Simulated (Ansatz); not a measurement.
# AlClH₃N (built from SMILES [NH2][AlH][Cl]): search for a transition state

Wanted: the transition state of a 1,2-elimination (form H2–H4 and break Al1–H2, N3–H4). The guess is relaxed with those distances held, a saddle search follows, and vibrations and two downhill relaxations check it.

Program: Ansatz 0.2.0, Gaussian basis. Level of theory: PBE0-D4, def2-SVP first, then def2-TZVP. These are calculated values, not measurements.

91 further runs of the same task are left out: 1 that didn't finish, 90 set aside as unsound or not needed.

**1. Starting geometry**

The guess: 6 atoms, charge 0, spin multiplicity 1.

Atoms are counted from 1 here; the program's logs count them from 0.

Bond lengths: Al1–N3 1.711 Å, Al1–H4 1.897 Å, Al1–Cl5 2.029 Å, N3–H6 1.009 Å. Angles: N3–Al1–H4 43.4°, N3–Al1–Cl5 162.6°, H4–Al1–Cl5 154.0°, Al1–N3–H6 147.6°.

Geometry (Å):

```
atom    x (Å)    y (Å)    z (Å)
 Al1   0.2196   0.5048   0.5770
  H2   1.2496  -0.6397  -0.7018
  N3  -0.9151  -0.3324  -0.3915
  H4   0.2802  -0.7485  -0.8452
 Cl5   1.0505   1.7225   1.9709
  H6  -1.8849  -0.5066  -0.6094
```

Distances that are to change: H2–H4 0.99 Å, Al1–H2 2.00 Å, N3–H4 1.34 Å.

**2. Constrained relaxation of the guess**

Contents of hold/in.yaml:

```yaml
crystal:
  periodic: [false, false, false]
  atoms:
    - {symbol: Al, position_ang: [0.219600, 0.504800, 0.577000]}
    - {symbol: H, position_ang: [1.249600, -0.639700, -0.701800]}
    - {symbol: N, position_ang: [-0.915100, -0.332400, -0.391500]}
    - {symbol: H, position_ang: [0.280200, -0.748500, -0.845200]}
    - {symbol: Cl, position_ang: [1.050500, 1.722500, 1.970900]}
    - {symbol: H, position_ang: [-1.884900, -0.506600, -0.609400]}
basis:
  gaussian: {orbitals: def2-SVP}
hamiltonian: {xc: pbe0, dispersion: d4}
relax: {f_tol: 0.08, max_steps: 120, escape_saddle: false, constraints: [{distance: [1, 3]}, {distance: [0, 1]}, {distance: [2, 3]}]}
```

Command:

```sh
$ ansatz run in.yaml --threads 2 --pin off --events-out ev --progress --plain --max-ram 4352MiB
```

After this run come: A starting Hessian; Saddle search in the small basis; Saddle search in triple zeta; Checking the order of the point; Relaxing after a step of 0.30 Å one way along the mode; Relaxing after a step of 0.30 Å the other way along the mode.

Before running it: what results should come out? Wanted: imaginary mode; barrier from the start side; barrier from the end side; energy of the step; pairs that change; zero-point energy at the saddle.

The runs gave:

```
                       quantity                                      value
                 imaginary mode                                  472i cm⁻¹
    barrier from the start side                                   3.240 eV
      barrier from the end side                                   0.049 eV
             energy of the step                                  +3.191 eV
              pairs that change  H2–H4 formed, Al1–H2 broken, N3–H4 broken
zero-point energy at the saddle                                   0.803 eV
```

In words: The point has a single imaginary mode (472i cm⁻¹), as a transition state must. Going downhill both ways gives the intended start and end. At PBE0-D4/def2-TZVP the electronic barrier is 3.240 eV, about 126 kT at 298 K, and the step runs 3.191 eV uphill. A step off the saddle overshot and began above it in energy, so the link to its end is likely but not proven. Lower complexes than these ends may exist.
